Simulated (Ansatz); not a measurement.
**Na2OsO4: further runs on the relaxed cell**

The task here is to estimate one member of a computed series from the others.

Method: DFT PBEsol, scalar-relativistic, plane waves, PAW, in Ansatz 0.2.0.

### Starting point

The structure is hexagonal, space group P-62m (No. 189). Conventional cell: a = 9.532 Å, b = 9.532 Å, c = 3.159 Å, α = 90.00°, β = 90.00°, γ = 120.00°. Na (site symmetry -62m) has 6 O at 2.43 Å as nearest neighbours. Around Na (site symmetry -6) lie 9 O at 2.50 to 2.78 Å. Na (site symmetry m2m) has 7 O at 2.26 to 2.57 Å as nearest neighbours. Around Os (site symmetry m2m) lie 6 O at 1.79 to 2.03 Å. Around O (site symmetry m2m) lie 2 Os at 2.03 Å and 4 Na at 2.43 to 2.57 Å. O (site symmetry m2m) has 2 Os at 1.99 Å and 3 Na at 2.26 to 2.78 Å as nearest neighbours. O (site symmetry m) has 1 Os at 1.79 Å and 4 Na at 2.39 to 2.50 Å as nearest neighbours.

As a file:

```
Na Os O
1.0
     9.53210    0.00000    0.00000
    -4.76605    8.25504    0.00000
     0.00000    0.00000    3.15942
Na Os O
6 3 12
Direct
  0.00000 0.00000 0.00000
  0.66667 0.33333 0.50000
  0.33333 0.66667 0.50000
  0.30764 0.30764 0.50000
  0.69236 0.00000 0.50000
  0.00000 0.69236 0.50000
  0.67156 0.67156 0.00000
  0.32844 0.00000 0.00000
  0.00000 0.32844 0.00000
  0.80596 0.80596 0.50000
  0.19404 0.00000 0.50000
  0.00000 0.19404 0.50000
  0.54494 0.54494 0.50000
  0.45506 0.00000 0.50000
  0.00000 0.45506 0.50000
  0.56744 0.78405 0.00000
  0.21595 0.78338 0.00000
  0.21662 0.43256 0.00000
  0.78405 0.56744 0.00000
  0.78338 0.21595 0.00000
  0.43256 0.21662 0.00000
```

It goes back to an entry of the Materials Project.

It is the result of an earlier relaxation at this level (volume 11.84 Å³/atom; gap on the mesh: 0.19 eV).

Set-up of the first run:

Input file input.yaml:

```yaml
crystal:
  lattice:
    - [9.4358118564, 0.0, 0.0]
    - [-4.7179059282, 8.171652773, 0.0]
    - [0.0, 0.0, 3.1275056574]
  atoms:
    - { symbol: Na, position: [0.0, 0.0, 0.0] }
    - { symbol: Na, position: [0.6666666667, 0.3333333333, 0.5] }
    - { symbol: Na, position: [0.3333333333, 0.6666666667, 0.5] }
    - { symbol: Na, position: [0.3076435679, 0.3076435679, 0.5] }
    - { symbol: Na, position: [0.6923564321, 0.0, 0.5] }
    - { symbol: Na, position: [0.0, 0.6923564321, 0.5] }
    - { symbol: Os, position: [0.6715623532, 0.6715623532, 0.0] }
    - { symbol: Os, position: [0.3284376468, 0.0, 0.0] }
    - { symbol: Os, position: [0.0, 0.3284376468, 0.0] }
    - { symbol: O, position: [0.8059626486, 0.8059626486, 0.5] }
    - { symbol: O, position: [0.1940373514, 0.0, 0.5] }
    - { symbol: O, position: [0.0, 0.1940373514, 0.5] }
    - { symbol: O, position: [0.544943316, 0.544943316, 0.5] }
    - { symbol: O, position: [0.455056684, 0.0, 0.5] }
    - { symbol: O, position: [0.0, 0.455056684, 0.5] }
    - { symbol: O, position: [0.56743694, 0.7840548507, 0.0] }
    - { symbol: O, position: [0.2159451493, 0.7833820893, 0.0] }
    - { symbol: O, position: [0.2166179107, 0.43256306, 0.0] }
    - { symbol: O, position: [0.7840548507, 0.56743694, 0.0] }
    - { symbol: O, position: [0.7833820893, 0.2159451493, 0.0] }
    - { symbol: O, position: [0.43256306, 0.2166179107, 0.0] }
basis:
  ecutwfc: 420
kpoints:
  mp_grid: { grid: [6, 6, 12] }
hamiltonian:
  xc: pbesol
scf:
  occupations: { method: gaussian, width: 0.02 }
output:
  forces: true
  stress: true
  eigenvalues: true
relax:
  adjacent_minimum: "off"
  f_tol: 0.01
  max_steps: 30
  cell: { stress_tol: 0.1, fix: [volume] }
```

Command:

```
> ansatz run input.yaml --threads 4 --pin off --max-ram 10240MiB --backend cpu --events-out ev --progress --plain --runs-dir out
```

Steps of the session up to this table: The cell scaled to 0.97 of its volume; Volume × 1.03; Point at V/V0 = 0.94; Volume × 1.06; Volume × 0.91; The cell scaled to 1.10 of its volume; Point at V/V0 = 0.88.

One of the session's tables, all rows but one given; the rest of the session is left out.

It belongs to the step «Energy against volume». 

| volume (Å³/atom) | energy above the lowest point (meV/atom) | pressure (GPa) | gap on the mesh (eV) |
| --- | --- | --- | --- |
| 10.418 | 44.3 | 11.44 | 0.12 |
| 10.773 | 23.2 | 7.72 | 0.14 |
| 11.128 | 9.7 | 4.65 | 0.16 |
| 11.483 | ? | ? | ? |
| 11.838 | 0.0 | 0.01 | 0.19 |
| 12.194 | 2.0 | -1.76 | 0.21 |
| 12.549 | 7.5 | -3.21 | 0.22 |
| 13.022 | 19.3 | -4.80 | 0.23 |

**Question.** Estimate the row for volume (Å³/atom) = 11.483.

Worked estimate for «energy above the lowest point (meV/atom)». A straight line through the neighbours (11.128, 9.7) and (11.838, 0.0) gives 9.7 + (0.0 − 9.7) × (11.483 − 11.128) / (11.838 − 11.128) = 4.8; a parabola fitted to 4 rows on both sides gives 2.3.

As computed: energy above the lowest point (meV/atom): 2.3; pressure (GPa): 2.12; gap on the mesh (eV): 0.18. In «energy above the lowest point (meV/atom)» the line misses by +2.5 and the parabola by 0.0.
